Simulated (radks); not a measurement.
# Sm²⁺ in [Kr] 4d10 4f6 5s1 5p6 6s1: an all-electron calculation

The task here is to estimate one member of a computed series from the others.

Method: non-relativistic Kohn-Sham, PBE, spin-unpolarised, spherical densities, point nucleus. Code: radks (a radial shooting solver on a logarithmic mesh, Libxc functionals) version 1.

## What is computed

```
element       : samarium (Z = 62)
charge        : +2
electrons     : 60
configuration : [Kr] 4d10 4f6 5s1 5p6 6s1
```

The outer shells:

Sm²⁺
```
[Kr] core
4d [↑↓][↑↓][↑↓][↑↓][↑↓]
4f [↑ ][↑ ][↑ ][↑ ][↑ ][↑ ][  ]
5s [↑ ]
5p [↑↓][↑↓][↑↓]
6s [↑ ]
```

The first run:

The run's settings:

```text
Z 62
configuration [Kr] 4d10 4f6 5s1 5p6 6s1 5d0 6p0
relativity non-relativistic
functional pbe,pbe
spin unpolarised
nucleus point
```

One table of the session follows, with a row left open; its other results are not shown here.

It belongs to the step «Radial structure». From the orbitals of this run (lengths in bohr):

| level | <r> | outermost maximum (interpolated) | 90 % within | nodes |
| --- | --- | --- | --- | --- |
| 1s | 0.02448 | 0.0162 | 0.0435 | 0 |
| 2s | 0.1044 | 0.0890 | 0.160 | 1 |
| 2p | 0.08859 | 0.0693 | 0.143 | 0 |
| 3s | ? | ? | ? | ? |
| 3p | 0.2604 | 0.236 | 0.388 | 1 |
| 3d | 0.2318 | 0.189 | 0.361 | 0 |
| 4s | 0.6130 | 0.570 | 0.879 | 3 |
| 4p | 0.6290 | 0.577 | 0.914 | 2 |
| 4d | 0.6706 | 0.588 | 1.01 | 1 |
| 5s | 1.475 | 1.33 | 2.12 | 4 |
| 5p | 1.645 | 1.45 | 2.39 | 3 |
| 4f | 0.9091 | 0.600 | 1.56 | 0 |
| 5d | 2.314 | 1.89 | 3.51 | 2 |
| 6s | 3.586 | 3.28 | 5.10 | 5 |
| 6p | 4.181 | 3.82 | 5.96 | 4 |

**Question.** Estimate the row for 3s.

The run gave: <r>: 0.2706; outermost maximum (interpolated): 0.249; 90 % within: 0.395; nodes: 2. In the column «<r>» it lies between 3p (0.2604) and 4s (0.6130).
